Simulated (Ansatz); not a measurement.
# CH₃AgF₃OP: ionisation energy by level of theory

The task here is to estimate one member of a computed series from the others.

Method: unrestricted cation, the program's frozen cores in correlated methods; program: Ansatz 0.2.0, Gaussian basis.

Plan: UKS PBE-D4/def2-TZVPP; UKS r2SCAN-D4/def2-TZVPP; UKS PBE0-D4/def2-TZVPP; UKS B3LYP-D4/def2-TZVPP; UKS wB97X-V/def2-TZVPP; UKS wB97M-V/def2-TZVPP; UKS B2PLYP/def2-TZVPP; UHF-CCSD(T)/def2-TZVPP; UHF-MP2/def2-QZVPP; extrapolation to the limit; then −ε(HOMO) from the neutral's earlier runs with LDA (SPW92), PBE-D4, revPBE-D4, BLYP-D4, r2SCAN-D4, B97M-V, PBE0-D4, B3LYP-D4, r2SCANh-D4, r2SCAN0-D4, HSE06-D4, BHLYP-D4, CAM-B3LYP-D4, LC-ωPBE, ωB97X-V, ωB97M-V.

### The relaxed structure

An earlier PBE0-D4 in a triple-zeta def2 set relaxation fixed the geometry. Ag takes the def2 core potential; no spin-orbit term is included.

SMILES `C[O][Ag-][P+](F)(F)F`, 10 atoms, charge 0, spin multiplicity 1.

Atoms are counted from 1 here; the program's logs count them from 0.

Bond lengths: C1–O2 1.389 Å, C1–H8 1.100 Å, C1–H9 1.102 Å, C1–H10 1.102 Å, O2–Ag3 1.963 Å, Ag3–P4 2.236 Å, P4–F5 1.549 Å, P4–F6 1.548 Å, P4–F7 1.549 Å. Angles: O2–C1–H8 109.4°, O2–C1–H9 113.3°, O2–C1–H10 113.3°, H8–C1–H9 106.8°, H8–C1–H10 106.8°, H9–C1–H10 107.0°, C1–O2–Ag3 126.5°, O2–Ag3–P4 177.6°, Ag3–P4–F5 119.0°, Ag3–P4–F6 116.8°, Ag3–P4–F7 119.0°, F5–P4–F6 99.5°, F5–P4–F7 99.2°, F6–P4–F7 99.5°.

As a file:

```xyz
10

C     0.6753   -1.6883    1.8406
O     0.9601   -1.3803    0.5165
Ag    0.1654    0.0687   -0.5425
P    -0.6862    1.6924   -1.8232
F     0.2707    2.7428   -2.4398
F    -1.7119    2.6407   -1.1565
F    -1.4833    1.3066   -3.0940
H     1.2826   -2.5502    2.1534
H    -0.3785   -1.9650    2.0068
H     0.9057   -0.8672    2.5387
```

Set-up of the first run:

Contents of in.yaml:

```yaml
crystal:
  periodic: [false, false, false]
  atoms:
    - {symbol: C, position_ang: [0.675269, -1.688297, 1.840649]}
    - {symbol: O, position_ang: [0.960149, -1.380263, 0.516548]}
    - {symbol: Ag, position_ang: [0.165387, 0.068652, -0.542509]}
    - {symbol: P, position_ang: [-0.686171, 1.692371, -1.823207]}
    - {symbol: F, position_ang: [0.270706, 2.742770, -2.439788]}
    - {symbol: F, position_ang: [-1.711869, 2.640674, -1.156531]}
    - {symbol: F, position_ang: [-1.483286, 1.306598, -3.094021]}
    - {symbol: H, position_ang: [1.282590, -2.550248, 2.153375]}
    - {symbol: H, position_ang: [-0.378493, -1.965049, 2.006779]}
    - {symbol: H, position_ang: [0.905718, -0.867208, 2.538716]}
basis:
  gaussian: {orbitals: def2-TZVPP}
total_charge: 1
magnetization: {spin_polarized: true, initial_magnetization: 1}
hamiltonian: {xc: pbe, dispersion: d4}
```

On the command line:

```bash
ansatz run in.yaml --threads 2 --pin off --events-out ev --progress --plain --max-ram 32768MiB --backend cuda --devices 0, --max-vram 18GiB
```

Among the steps run: Cation, UKS PBE-D4/def2-TZVPP; Cation, UKS r2SCAN-D4/def2-TZVPP; Cation, UKS PBE0-D4/def2-TZVPP; Cation, UKS B3LYP-D4/def2-TZVPP; Cation, UKS wB97X-V/def2-TZVPP; Cation, UKS wB97M-V/def2-TZVPP; Cation, UKS B2PLYP (frozen core)/def2-TZVPP; Cation, UHF-CCSD(T)/def2-TZVPP; Cation, UHF-MP2/def2-QZVPP.

One of the session's tables, all rows but one given; the rest of the session is left out.

It belongs to the step «Ionisation energies side by side». For comparison, −ε(HOMO) of the neutral from earlier runs:

```
  functional  −ε(HOMO) (eV)
 LDA (SPW92)           5.26
      PBE-D4           5.02
   revPBE-D4           4.93
     BLYP-D4           4.94
   r2SCAN-D4           5.21
      B97M-V           5.27
     PBE0-D4           6.25
    B3LYP-D4           6.08
  r2SCANh-D4           5.68
  r2SCAN0-D4              ?
    HSE06-D4           5.85
    BHLYP-D4           7.54
CAM-B3LYP-D4           7.64
     LC-ωPBE           8.86
     ωB97X-V           8.56
     ωB97M-V           8.54
```

Q: Estimate the row for r2SCAN0-D4 from the others.

Worked estimate for «−ε(HOMO) (eV)». Against the share of exact exchange, r2SCAN-D4 (0, 5.21), r2SCANh-D4 (0.1, 5.68) give a slope of 4.70 per unit share; at 0.25 the line stands at 6.38.

**Answer.** −ε(HOMO) (eV): 6.42. In «−ε(HOMO) (eV)» the line misses by -0.04.
